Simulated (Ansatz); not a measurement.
# Zr3F2: the cost of one run

Method: DFT PBE, scalar-relativistic, plane waves, PAW, in Ansatz 0.2.0.

### 1 The starting structure

Symmetry: P6/mmm, No. 191, hexagonal system. The conventional cell has a = 4.807 Å, b = 4.807 Å, c = 4.068 Å, α = 90.00°, β = 90.00°, γ = 120.00°. Around Zr (site symmetry mmm) lie 4 Zr at 2.40 Å and 2 F at 2.40 Å. F (site symmetry 6/mmm) is surrounded by 2 F at 2.03 Å. F (site symmetry 6/mmm) has 2 F at 2.03 Å and 6 Zr at 2.40 Å as nearest neighbours.

Coordinates:

```cif
data_structure
_symmetry_space_group_name_H-M 'P 1'
_symmetry_Int_Tables_number 1
_cell_length_a 4.8073
_cell_length_b 4.8073
_cell_length_c 4.0677
_cell_angle_alpha 90.000
_cell_angle_beta 90.000
_cell_angle_gamma 120.000
_cell_volume 81.41
loop_
_atom_site_label
_atom_site_type_symbol
_atom_site_fract_x
_atom_site_fract_y
_atom_site_fract_z
_atom_site_occupancy
Zr1 Zr 0.50000 0.00000 0.00000 1
Zr2 Zr 0.00000 0.50000 0.00000 1
Zr3 Zr 0.50000 0.50000 0.00000 1
F1 F 0.00000 0.00000 0.50000 1
F2 F 0.00000 0.00000 0.00000 1
```

A structure generator made this guess: random cell by space group and Wyckoff sites (P6/mmm, No. 191). Lengths come from tabulated atomic sizes and are only a guess.

### 2 A first look at the guess

input.yaml reads:

```yaml
crystal:
  lattice:
    - [4.80731945, 0.0, 0.0]
    - [-2.40365973, 4.16326077, 0.0]
    - [0.0, 0.0, 4.06772915]
  atoms:
    - { symbol: Zr, position: [0.5, 0.0, 0.0] }
    - { symbol: Zr, position: [0.0, 0.5, 0.0] }
    - { symbol: Zr, position: [0.5, 0.5, 0.0] }
    - { symbol: F, position: [0.0, 0.0, 0.5] }
    - { symbol: F, position: [0.0, 0.0, 0.0] }
basis:
  ecutwfc: 420
kpoints:
  mp_grid: { grid: [6, 6, 4] }
hamiltonian:
  xc: pbe
scf:
  occupations: { method: gaussian, width: 0.1 }
  lower_state_search: "off"
output:
  forces: true
  stress: true
  eigenvalues: true
```

Started as:

```console
$ ansatz run input.yaml --threads 1 --pin off --max-ram 2560MiB --backend cpu --events-out ev --progress --plain --runs-dir out
```

Q: Estimate wall time and peak memory on 1 thread of Arm Neoverse V1, shared host.

About 3.8 s, with a peak of 0.35 GiB.
